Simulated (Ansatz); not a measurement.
Born–Oppenheimer molecular dynamics of a periodic cell of 16 atoms, Li (start crystal Li, start structure bcc, volume 1.1 times the crystal's). It goes on from the last frame of an earlier run, with new velocities.

Computed with DFT PBEsol, scalar-relativistic, plane waves, PAW (Ansatz 0.2.0). Settings: cutoff 420 eV, k mesh 2x2x2, fermi-dirac smearing 0.11 eV, no spin polarisation.

```
ensemble             : NVT, Langevin thermostat
time step            : 1 fs
steps asked          : 240
set temperature      : 1040 K
friction             : 0.02 /fs
temperature schedule : 180 steps to 300 K, then 60 steps to 300 K
seed                 : 160792
```

Frames 20 fs apart, positions in Å, forces in eV/Å.

Velocities at 0.0 fs (Å/ps):

```
Li -8.10 6.60 13.38
Li 7.06 -3.43 7.50
Li 6.68 -16.05 7.80
Li -0.12 13.94 1.03
Li -26.54 1.05 1.35
Li 12.36 -8.36 11.95
Li 11.02 1.73 -16.64
Li -7.84 -0.62 2.43
Li -14.95 10.04 -19.51
Li -2.23 -0.67 -0.52
Li -8.46 7.82 -1.43
Li 2.13 17.33 16.77
Li 0.96 -1.51 -6.18
Li 0.91 -25.81 -22.53
Li 16.40 -5.59 5.01
Li 10.73 3.54 -0.41
```

```xyz
16
Lattice="7.2053 0.0000 0.0000 0.0000 7.2053 0.0000 0.0000 0.0000 7.2053" Properties=species:S:1:pos:R:3:forces:R:3 time_fs=0.0 energy_less_start_eV=0.000 T=975
Li 0.624 0.599 0.451 -0.62 -0.08 0.00
Li 3.996 0.254 0.606 0.19 -0.15 -0.35
Li -0.014 3.954 -0.536 0.42 -0.09 0.29
Li 0.318 0.334 3.502 -0.05 -0.19 0.04
Li 2.236 2.045 1.835 0.27 0.27 -0.44
Li 4.325 4.180 -0.034 -0.70 -0.23 -0.33
Li 3.428 0.449 3.619 0.18 -0.36 0.23
Li 5.389 1.929 2.421 0.12 0.10 -0.11
Li 0.729 3.324 3.346 -1.02 0.09 0.09
Li 2.077 5.720 2.039 -0.07 -0.18 -0.12
Li 1.819 1.720 5.322 0.09 0.12 0.47
Li 2.924 3.738 3.907 1.14 0.32 0.30
Li 5.724 4.475 1.951 0.20 0.43 -0.04
Li 5.608 2.288 5.340 -0.15 -0.35 -0.14
Li 1.969 5.878 6.106 0.12 -0.02 -0.42
Li 5.802 5.170 4.338 -0.13 0.32 0.54
16
Lattice="7.2053 0.0000 0.0000 0.0000 7.2053 0.0000 0.0000 0.0000 7.2053" Properties=species:S:1:pos:R:3:forces:R:3 time_fs=20.0 energy_less_start_eV=-0.408 T=1279
Li 0.122 0.634 0.650 -0.28 -0.18 -0.17
Li 4.226 0.050 0.531 0.06 0.04 -0.19
Li 0.035 3.705 -0.368 0.21 0.01 -0.05
Li 0.350 0.390 3.634 0.11 -0.12 -0.21
Li 1.853 2.268 1.804 0.70 -0.05 -0.28
Li 4.313 3.953 -0.048 -0.57 -0.28 -0.36
Li 3.716 0.333 3.359 -0.28 -0.33 0.25
Li 5.327 2.146 2.387 -0.01 -0.01 -0.30
Li 0.306 3.558 3.159 0.23 -0.20 0.70
Li 1.895 5.681 2.029 -0.03 -0.10 -0.20
Li 1.852 1.960 5.331 0.12 -0.17 0.22
Li 3.005 4.113 4.219 0.44 0.02 -0.28
Li 5.793 4.593 1.828 -0.16 0.97 -0.01
Li 5.600 1.758 5.003 -0.04 0.25 0.50
Li 2.105 6.060 6.130 -0.22 0.04 -0.15
Li 5.999 5.435 4.381 -0.26 0.13 0.51
16
Lattice="7.2053 0.0000 0.0000 0.0000 7.2053 0.0000 0.0000 0.0000 7.2053" Properties=species:S:1:pos:R:3:forces:R:3 time_fs=40.0 energy_less_start_eV=-0.523 T=839
Li -0.477 0.511 0.783 0.94 0.21 0.02
Li 4.525 -0.029 0.268 -0.81 -0.12 -0.33
Li -0.139 3.611 -0.192 0.21 0.07 -0.29
Li 0.539 0.243 3.762 0.07 0.11 -0.43
Li 1.855 2.499 1.642 0.24 -0.28 -0.03
Li 4.205 3.472 -0.281 -0.16 0.15 0.03
Li 3.694 0.064 3.131 0.07 0.14 0.14
Li 5.320 2.404 2.234 -0.24 -0.14 0.07
Li 0.137 3.755 3.300 0.42 -0.36 0.64
Li 1.707 5.680 1.938 0.05 -0.12 -0.36
Li 1.842 2.155 5.297 0.09 -0.18 0.14
Li 3.064 4.406 4.178 0.33 -0.15 -0.34
Li 5.974 5.043 1.770 -0.53 0.57 -0.19
Li 5.691 1.585 5.001 -0.15 0.18 0.19
Li 2.047 6.202 5.931 -0.24 0.00 0.20
Li 5.912 5.710 4.467 -0.27 -0.09 0.54
16
Lattice="7.2053 0.0000 0.0000 0.0000 7.2053 0.0000 0.0000 0.0000 7.2053" Properties=species:S:1:pos:R:3:forces:R:3 time_fs=60.0 energy_less_start_eV=-0.712 T=957
Li -0.424 0.568 0.897 0.65 0.50 -0.37
Li 4.434 -0.021 -0.058 -0.64 -0.11 0.01
Li -0.267 3.697 -0.126 0.17 -0.10 -0.23
Li 0.612 0.208 3.536 -0.18 0.27 -0.01
Li 2.115 2.608 1.507 -0.15 -0.36 0.16
Li 3.988 3.142 -0.416 0.25 0.50 0.03
Li 3.595 -0.146 3.264 0.12 0.60 -0.10
Li 5.276 2.343 2.276 -0.20 0.08 0.06
Li 0.275 3.512 3.589 -0.12 0.18 0.01
Li 1.593 5.559 1.935 0.06 -0.11 -0.55
Li 1.882 2.166 5.360 0.00 -0.32 0.02
Li 3.176 4.471 3.754 0.29 -0.48 0.22
Li 6.011 5.513 1.633 -0.48 -0.41 0.43
Li 5.565 1.486 5.119 0.17 0.12 -0.11
Li 1.724 6.075 5.774 -0.09 -0.15 0.20
Li 5.725 5.758 4.627 0.15 -0.22 0.25
16
Lattice="7.2053 0.0000 0.0000 0.0000 7.2053 0.0000 0.0000 0.0000 7.2053" Properties=species:S:1:pos:R:3:forces:R:3 time_fs=80.0 energy_less_start_eV=-0.974 T=619
Li 0.089 0.764 0.897 -0.07 0.10 -0.66
Li 4.011 -0.124 -0.248 -0.17 0.03 0.25
Li -0.103 3.814 -0.196 -0.12 -0.28 -0.02
Li 0.429 0.324 3.450 0.05 -0.11 0.19
Li 2.188 2.410 1.507 -0.19 -0.30 0.41
Li 3.681 3.069 -0.340 0.45 0.74 -0.08
Li 3.594 0.008 3.405 -0.18 0.34 -0.13
Li 5.146 2.333 2.354 0.12 0.02 -0.12
Li 0.412 3.486 3.655 -0.23 0.18 -0.11
Li 1.594 5.271 1.662 0.01 0.31 -0.22
Li 1.960 1.973 5.292 -0.06 -0.26 -0.03
Li 3.287 4.488 3.432 0.25 -0.39 0.43
Li 5.877 5.746 1.671 -0.27 -0.28 0.15
Li 5.478 1.635 5.255 0.26 0.03 -0.09
Li 1.538 5.811 5.838 0.05 0.06 -0.16
Li 5.705 5.750 4.745 0.11 -0.19 0.18
16
Lattice="7.2053 0.0000 0.0000 0.0000 7.2053 0.0000 0.0000 0.0000 7.2053" Properties=species:S:1:pos:R:3:forces:R:3 time_fs=100.0 energy_less_start_eV=-1.212 T=1035
Li 0.488 0.741 0.480 -0.35 -0.09 -0.30
Li 3.722 -0.064 -0.278 -0.08 0.00 0.28
Li -0.009 3.817 -0.166 -0.35 -0.61 0.14
Li 0.416 0.357 3.445 -0.14 -0.20 0.05
Li 2.112 2.184 1.951 0.25 0.16 -0.23
Li 3.777 3.532 -0.278 -0.08 0.25 0.12
Li 3.632 0.337 3.456 -0.03 -0.43 -0.17
Li 5.225 2.493 2.421 0.23 -0.19 -0.33
Li 0.399 3.595 3.613 -0.15 0.16 0.12
Li 1.667 5.253 1.392 0.17 0.25 0.34
Li 2.213 1.858 5.124 -0.19 0.23 0.24
Li 3.482 4.360 3.356 -0.12 0.05 0.47
Li 5.656 5.668 1.804 0.12 0.04 -0.14
Li 5.376 1.708 5.316 0.35 0.11 -0.05
Li 1.239 5.668 5.905 0.49 0.35 -0.58
Li 5.715 5.726 5.024 -0.13 -0.08 0.03
16
Lattice="7.2053 0.0000 0.0000 0.0000 7.2053 0.0000 0.0000 0.0000 7.2053" Properties=species:S:1:pos:R:3:forces:R:3 time_fs=120.0 energy_less_start_eV=-1.036 T=673
Li 0.654 0.648 0.187 -0.28 0.01 0.09
Li 3.551 -0.038 -0.120 0.13 0.11 0.13
Li -0.127 3.361 0.105 0.08 0.25 -0.07
Li 0.410 0.212 3.435 -0.13 0.07 -0.08
Li 2.199 2.268 2.311 -0.12 0.28 -0.74
Li 3.890 4.049 -0.181 -0.14 -0.29 0.01
Li 3.598 0.483 3.251 0.29 -0.78 0.04
Li 5.447 2.619 2.515 -0.23 -0.37 -0.37
Li 0.282 3.655 3.608 0.12 0.25 0.29
Li 1.750 5.427 1.250 -0.05 -0.12 0.45
Li 2.459 1.853 5.206 -0.37 0.33 0.20
Li 3.600 4.390 3.559 -0.19 0.15 0.29
Li 5.470 5.653 1.723 0.34 0.14 -0.03
Li 5.396 1.687 5.420 0.20 0.09 -0.11
Li 1.177 5.687 5.586 0.50 -0.10 -0.08
Li 5.662 5.759 5.283 -0.15 0.00 -0.03
16
Lattice="7.2053 0.0000 0.0000 0.0000 7.2053 0.0000 0.0000 0.0000 7.2053" Properties=species:S:1:pos:R:3:forces:R:3 time_fs=140.0 energy_less_start_eV=-0.859 T=485
Li 0.627 0.724 0.152 -0.17 -0.43 0.16
Li 3.410 -0.058 0.152 0.35 0.40 -0.08
Li -0.206 3.107 0.211 0.21 0.71 -0.20
Li 0.336 0.124 3.374 -0.06 0.16 -0.06
Li 2.261 2.431 2.392 -0.18 0.13 -0.62
Li 3.824 4.317 -0.003 -0.20 -0.69 -0.13
Li 3.473 0.282 2.962 0.24 -0.46 0.34
Li 5.487 2.588 2.373 -0.42 -0.42 -0.10
Li 0.269 3.689 3.679 -0.01 0.21 0.26
Li 1.707 5.526 1.315 -0.28 -0.35 0.41
Li 2.436 1.838 5.388 -0.11 0.19 -0.10
Li 3.552 4.440 3.740 0.12 0.08 0.01
Li 5.553 5.503 1.599 0.32 0.30 0.22
Li 5.550 1.595 5.398 -0.13 0.20 -0.14
Li 1.542 5.629 5.428 0.05 0.09 0.16
Li 5.397 5.961 5.516 0.26 -0.12 -0.12
16
Lattice="7.2053 0.0000 0.0000 0.0000 7.2053 0.0000 0.0000 0.0000 7.2053" Properties=species:S:1:pos:R:3:forces:R:3 time_fs=160.0 energy_less_start_eV=-1.289 T=604
Li 0.564 0.593 0.445 -0.13 -0.19 -0.11
Li 3.454 0.099 0.220 0.23 0.08 0.13
Li -0.275 3.151 0.215 0.37 0.34 -0.30
Li 0.224 0.136 3.365 0.03 0.16 0.14
Li 2.375 2.512 2.212 -0.33 -0.30 -0.22
Li 3.600 4.194 0.186 0.05 -0.25 -0.16
Li 3.452 -0.137 2.955 0.06 0.09 0.28
Li 5.299 2.366 2.208 -0.06 -0.23 0.08
Li 0.383 3.812 3.855 -0.26 -0.07 0.04
Li 1.454 5.328 1.627 0.19 -0.06 -0.02
Li 2.427 1.834 5.467 -0.18 0.15 -0.20
Li 3.521 4.399 3.735 0.37 -0.15 -0.01
Li 5.832 5.363 1.524 -0.22 0.29 0.23
Li 5.428 1.746 5.365 -0.10 0.14 -0.08
Li 1.908 5.691 5.445 -0.25 0.21 0.24
Li 5.295 6.063 5.546 0.23 -0.21 -0.04
16
Lattice="7.2053 0.0000 0.0000 0.0000 7.2053 0.0000 0.0000 0.0000 7.2053" Properties=species:S:1:pos:R:3:forces:R:3 time_fs=180.0 energy_less_start_eV=-1.400 T=465
Li 0.461 0.435 0.655 -0.07 0.08 -0.42
Li 3.562 0.288 0.280 0.13 -0.07 0.11
Li -0.209 3.420 0.142 0.14 -0.18 -0.30
Li 0.198 0.309 3.404 0.07 0.02 0.27
Li 2.296 2.388 2.073 -0.40 -0.18 0.12
Li 3.416 4.052 0.241 0.36 -0.02 -0.12
Li 3.366 -0.307 3.110 0.00 0.22 0.06
Li 5.150 2.082 2.172 0.23 -0.01 -0.07
Li 0.230 3.894 3.996 -0.05 -0.10 0.02
Li 1.243 5.143 1.750 0.71 0.19 0.06
Li 2.344 1.887 5.367 -0.18 0.05 -0.07
Li 3.698 4.242 3.644 0.12 -0.13 0.10
Li 5.939 5.348 1.756 -0.74 0.25 0.14
Li 5.327 1.990 5.186 -0.09 0.01 0.11
Li 2.094 5.709 5.623 -0.35 0.10 -0.03
Li 5.424 6.189 5.527 0.12 -0.23 0.02
16
Lattice="7.2053 0.0000 0.0000 0.0000 7.2053 0.0000 0.0000 0.0000 7.2053" Properties=species:S:1:pos:R:3:forces:R:3 time_fs=200.0 energy_less_start_eV=-1.450 T=453
Li 0.326 0.319 0.627 -0.06 0.04 -0.34
Li 3.664 0.387 0.355 0.01 -0.20 -0.17
Li -0.048 3.575 0.150 -0.09 -0.19 -0.21
Li 0.066 0.519 3.574 0.17 -0.12 0.02
Li 2.123 2.155 2.043 -0.15 0.17 0.10
Li 3.430 4.058 0.139 0.35 -0.15 0.01
Li 3.271 -0.298 3.329 0.11 0.14 -0.06
Li 5.180 1.822 2.151 0.20 0.18 -0.02
Li -0.003 3.934 4.074 0.24 -0.01 -0.14
Li 1.414 5.148 1.862 0.32 0.23 0.23
Li 2.183 2.021 5.138 -0.03 0.01 0.17
Li 4.011 4.023 3.464 -0.40 0.10 0.13
Li 5.771 5.393 1.990 -0.18 0.30 -0.16
Li 5.262 2.267 5.124 -0.10 -0.33 0.36
Li 2.048 5.835 5.713 -0.30 -0.04 -0.15
Li 5.569 6.188 5.273 -0.11 -0.14 0.21
16
Lattice="7.2053 0.0000 0.0000 0.0000 7.2053 0.0000 0.0000 0.0000 7.2053" Properties=species:S:1:pos:R:3:forces:R:3 time_fs=220.0 energy_less_start_eV=-1.251 T=324
Li 0.152 0.340 0.514 -0.04 -0.09 -0.31
Li 3.659 0.305 0.418 0.01 -0.17 -0.25
Li 0.107 3.711 0.169 -0.16 -0.15 -0.15
Li -0.095 0.742 3.674 0.27 -0.27 0.00
Li 1.913 1.933 1.972 0.09 0.36 0.08
Li 3.541 4.011 0.060 0.16 -0.07 0.03
Li 3.161 -0.213 3.583 0.43 0.19 -0.24
Li 5.226 1.744 2.135 0.01 0.23 -0.07
Li -0.053 3.966 4.052 0.28 -0.05 -0.19
Li 1.700 5.293 1.984 -0.03 0.12 0.11
Li 2.121 2.098 4.936 -0.01 0.06 0.38
Li 4.078 3.813 3.454 -0.50 0.32 -0.05
Li 5.689 5.485 2.060 -0.05 0.27 -0.16
Li 5.194 2.360 5.231 0.05 -0.45 0.47
Li 1.945 5.942 5.670 -0.29 -0.19 0.08
Li 5.634 6.150 5.194 -0.22 -0.12 0.27
```

Of the whole run (240 fs, mean temperature of the second half 485 K): The schedule's set-point averaged 362 K over the second half and the system 485 K, so it lags behind the ramp. A run of 0.24 ps of so small a system gives no equilibrium averages. Limits of this set-up: coarse k mesh.

Run time: 13 min on 1 thread of Arm Neoverse V2 (shared host), peak memory 0.52 GiB.
